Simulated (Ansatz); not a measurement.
# CH2Cl2 (dichloromethane) at B3LYP/STO-3G

What is the electronic atomisation energy of CH2Cl2 (dichloromethane) at B3LYP/STO-3G? 

The calculation is run with Ansatz 0.2.0.

56 further runs of the same task are left out: 4 that didn't finish, 52 set aside as unsound or not needed.

**1. The system as given**

CH2Cl2 has 5 atoms, charge 0, and is taken as a singlet. As SMILES, `ClCCl`. The coordinates come from a PBE0-D4/def2-TZVP relaxation.

Bond lengths: Cl1–C2 1.762 Å, C2–Cl3 1.762 Å, C2–H4 1.086 Å, C2–H5 1.086 Å. Angles: Cl1–C2–Cl3 112.9°, Cl1–C2–H4 108.1°, Cl1–C2–H5 108.1°, Cl3–C2–H4 108.1°, Cl3–C2–H5 108.1°, H4–C2–H5 111.4°.

**2. A single-point energy at B3LYP/STO-3G**

Contents of run.yaml:

```yaml
crystal:
  periodic: [false, false, false]
  atoms:
    - {symbol: Cl, position_ang: [1.630750, -0.338670, 0.265360]}
    - {symbol: C, position_ang: [-0.101090, -0.082670, 0.062890]}
    - {symbol: Cl, position_ang: [-0.474220, 1.284450, -0.984760]}
    - {symbol: H, position_ang: [-0.525010, -0.976700, -0.384090]}
    - {symbol: H, position_ang: [-0.530410, 0.113600, 1.040610]}
basis:
  gaussian:
    orbitals: STO-3G
hamiltonian:
  xc: {name: B3LYP}
accuracy: high
```

Run with:

```bash
$ ansatz run run.yaml --threads 1 --pin off --max-ram 3480MiB --events-out events.jsonl --progress --plain --runs-dir runs
```

Standard output:

```text
Warning: RAYON_NUM_THREADS=1 ignored (pool sized by the plan → 1); use --threads N
Functional definition: B3LYP
  name "B3LYP"
  parameter a0 = 0.2
  parameter ax = 0.72
  parameter ac = 0.81
  exchange = (1 - a0 - ax)*slater_x + ax*b88_x + a0*exact_x
  correlation = (1 - ac)*vwn_rpa_c + ac*lyp_c
457 factors; integrals over basis functions are off by at most 2.8e-9 eV
mean field evaluation 1: about -25826.5997 eV, gradient 2.4e1 eV
mean field evaluation 2: about -25825.3840 eV, gradient 3.3e1 eV
mean field evaluation 4: about -25828.6749 eV, gradient 4.2e-2 eV
mean field evaluation 8: about -25828.6745 eV, gradient 7.0e-4 eV
mean field -25828.67446691 eV, -949.1862793546 hartree, gradient 9.4e-8 eV, S^2 0.000000; 0 other end points of the search recorded, 0 dependent functions left out
reference -25828.67449445 eV, -949.1862803667 hartree; 21, 21 occupied and 4, 4 virtual orbitals, 457 factors
Total energy: -25828.67449445 eV, -949.1862803667 hartree
```

Wall time 1.1 s (1 thread of Intel Xeon Platinum 8375C at 2.90GHz (Ice Lake), shared host); peak memory 0.12 GiB.

**3. The C atom, same level**

Contents of run.yaml:

```yaml
crystal:
  periodic: [false, false, false]
  atoms:
    - {symbol: C, position_ang: [0.000000, 0.000000, 0.000000]}
basis:
  gaussian: {orbitals: STO-3G}
magnetization: {spin_polarized: true, initial_magnetization: 2}
hamiltonian: {xc: {name: B3LYP}}
accuracy: high
```

Run the same way, it converges to -37.35240 Eh (log not shown).

**4. The Cl atom**

Contents of run.yaml:

```yaml
crystal:
  periodic: [false, false, false]
  atoms:
    - {symbol: Cl, position_ang: [0.000000, 0.000000, 0.000000]}
basis:
  gaussian:
    orbitals: STO-3G
magnetization:
  spin_polarized: true
  initial_magnetization: 1
hamiltonian:
  xc: {name: B3LYP}
accuracy: high
```

Run the same way, it converges to -455.11819 Eh (log not shown).

**5. The H atom at the same level**

Contents of job.yaml:

```yaml
crystal:
  periodic: [false, false, false]
  atoms:
    - {symbol: H, position_ang: [0.000000, 0.000000, 0.000000]}
basis:
  gaussian:
    orbitals: STO-3G
hamiltonian:
  xc: {name: B3LYP}
accuracy: high
magnetization:
  spin_polarized: true
  initial_magnetization: 1
```

Run with:

```bash
$ ansatz run job.yaml --threads 1 --pin off --max-ram 3480MiB --events-out events.jsonl --progress --plain --runs-dir runs
```

Standard output:

```text
Warning: RAYON_NUM_THREADS=1 ignored (pool sized by the plan → 1); use --threads N
[... 7 set-up lines as earlier in the session ...]
1 factors; integrals over basis functions are off by at most 4.6e-10 eV
mean field evaluation 1: about -12.7222 eV, gradient 0.0e0 eV
mean field evaluation 2: about -12.7222 eV, gradient 0.0e0 eV
mean field -12.72219657 eV, -0.4675321004 hartree, gradient 0.0e0 eV, S^2 0.750000; 0 other end points of the search recorded, 0 dependent functions left out
reference -12.72220983 eV, -0.4675325880 hartree; 1, 0 occupied and 0, 1 virtual orbitals, 1 factors
Total energy: -12.72220983 eV, -0.4675325880 hartree
```

Run time: 0.08 s. Hardware: 1 thread of Intel Xeon Platinum 8375C at 2.90GHz (Ice Lake), shared host.

**6. Summary of results**

At B3LYP/STO-3G:

| quantity | value |
| --- | --- |
| molecule: total energy | -949.18628 Eh |
| C atom: total energy | -37.35240 Eh |
| C atom: ⟨S²⟩ | 2.000 |
| Cl atom: total energy | -455.11819 Eh |
| Cl atom: ⟨S²⟩ | 0.750 |
| H atom: total energy | -0.46753 Eh |
| H atom: ⟨S²⟩ | 0.750 |
| electronic atomisation energy | 18.026 eV |

In words: Taking the molecule apart into free atoms costs 18.03 eV (1739 kJ/mol), before zero-point energy and without spin-orbit coupling. In a minimal basis such a difference can be off by several eV, whatever the method.
